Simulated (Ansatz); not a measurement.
Crystal: KPt.

```
Pt K
1.0
     3.04034    0.00000    0.00000
    -1.52017    2.63301    0.00000
     0.00000    0.00000    5.41592
Pt K
1 1
Cartesian
  1.5202 0.8777 0.0000
  0.0000 0.0000 2.7080
```

The cell comes from a database or a generator and needn't be the stable form of this composition.

The cell isn't the ideal one: volume scaled by 1.04.

```yaml
Program: Ansatz 0.2.0
Task: relaxation of cell and atoms
Functional: revPBE
Dispersion: D4
Potentials_or_basis: all-electron LAPW, relativistic spinors
Basis_error_allowed: 0.001 eV/atom
k_mesh: 7 × 7 × 4
Occupations: methfessel-paxton, width 0.2 eV
Spin: spin-orbit coupling, no magnetisation
```

At the start: volume 21.68 Å³/atom.

How do energy, volume and symmetry change on relaxing?

Over 5 steps the energy falls by 15.8 meV/atom and the volume is 20.38 Å³/atom (-6.0 %); space group P-6m2 (No. 187, to 0.05 Å).

The path:
```
step  energy change (eV)  largest force (eV/Å)  volume (Å³)
   1              0.0000                0.0000        43.36
   2             -0.0304                0.0000        40.52
   3             -0.0316                0.0000        40.75
   4             -0.0316                0.0000        40.76
   5             -0.0316                0.0000        40.76
```

Final structure:
```yaml
crystal:
  lattice:
    - [2.95508, 0.00000, 0.00000]
    - [-1.47754, 2.55918, 0.00000]
    - [0.00000, 0.00000, 5.38991]
  atoms:
    - { symbol: Pt, position: [0.66667, 0.33333, 0.00000] }
    - { symbol: K, position: [0.00000, 0.00000, 0.50000] }
```

Caveat: the k mesh is thin for a metal, which can move the energy by tens of meV per atom.
